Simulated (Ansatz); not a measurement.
# C4H3F7: the cost of one run

Program: Ansatz 0.2.0, Gaussian basis. Level of theory: one geometry, several basis sets. These are calculated values, not measurements.

Levels to be run: PBE0-D4/def2-SVP; ωB97M-V/def2-SVP; PBE0-D4/def2-QZVPP; ωB97M-V/def2-QZVPP; the functionals' def2-TZVPP values are taken from earlier runs.

### 1 The geometry

All runs share one geometry, relaxed beforehand with PBE0-D4 in a triple-zeta def2 set.

SMILES `FC(F)[C@H](F)[C@@H](F)C(F)(F)F`, 14 atoms, charge 0, spin multiplicity 1.

Atoms are counted from 1 here; the program's logs count them from 0.

Bond lengths: F1–C2 1.347 Å, C2–F3 1.356 Å, C2–C4 1.521 Å, C2–H12 1.093 Å, C4–F5 1.368 Å, C4–C6 1.514 Å, C4–H13 1.095 Å, C6–F7 1.369 Å, C6–C8 1.527 Å, C6–H14 1.095 Å, C8–F9 1.333 Å, C8–F10 1.339 Å, C8–F11 1.325 Å. Angles: F1–C2–F3 108.0°, F1–C2–C4 109.1°, F1–C2–H12 108.9°, F3–C2–C4 108.7°, F3–C2–H12 109.2°, C4–C2–H12 112.8°, C2–C4–F5 107.5°, C2–C4–C6 111.2°, C2–C4–H13 108.4°, F5–C4–C6 111.0°, F5–C4–H13 109.2°, C6–C4–H13 109.5°, C4–C6–F7 110.3°, C4–C6–C8 113.8°, C4–C6–H14 108.6°, F7–C6–C8 108.2°, F7–C6–H14 109.0°, C8–C6–H14 106.8° and more.

### 2 PBE0-D4 in def2-SVP

The input, in.yaml:

```yaml
crystal:
  periodic: [false, false, false]
  atoms:
    - {symbol: F, position_ang: [0.414736, 1.400960, -2.618389]}
    - {symbol: C, position_ang: [-0.275571, 1.231041, -1.474530]}
    - {symbol: F, position_ang: [-0.153410, 2.362929, -0.738317]}
    - {symbol: C, position_ang: [0.331377, 0.074202, -0.695182]}
    - {symbol: F, position_ang: [0.168033, -1.058839, -1.444763]}
    - {symbol: C, position_ang: [-0.322007, -0.074552, 0.662248]}
    - {symbol: F, position_ang: [-1.666553, -0.289456, 0.522310]}
    - {symbol: C, position_ang: [0.257673, -1.208710, 1.504892]}
    - {symbol: F, position_ang: [-0.272525, -1.183637, 2.727420]}
    - {symbol: F, position_ang: [1.580024, -1.038466, 1.624659]}
    - {symbol: F, position_ang: [0.032898, -2.406309, 0.985220]}
    - {symbol: H, position_ang: [-1.329644, 1.072634, -1.716969]}
    - {symbol: H, position_ang: [1.401461, 0.268204, -0.565697]}
    - {symbol: H, position_ang: [-0.166481, 0.849999, 1.227108]}
basis:
  gaussian: {orbitals: def2-SVP}
hamiltonian: {xc: pbe0, dispersion: d4}
output: {orbitals: {seedname: orbitals}}
```

Run with:

```bash
$ ansatz run in.yaml --threads 5 --pin off --events-out ev --progress --plain --max-ram 66560MiB --backend cpu
```

What time and memory should one allow on 5 threads of AMD EPYC 7R13, shared host?

About 4.2 s, with a peak of 0.92 GiB.
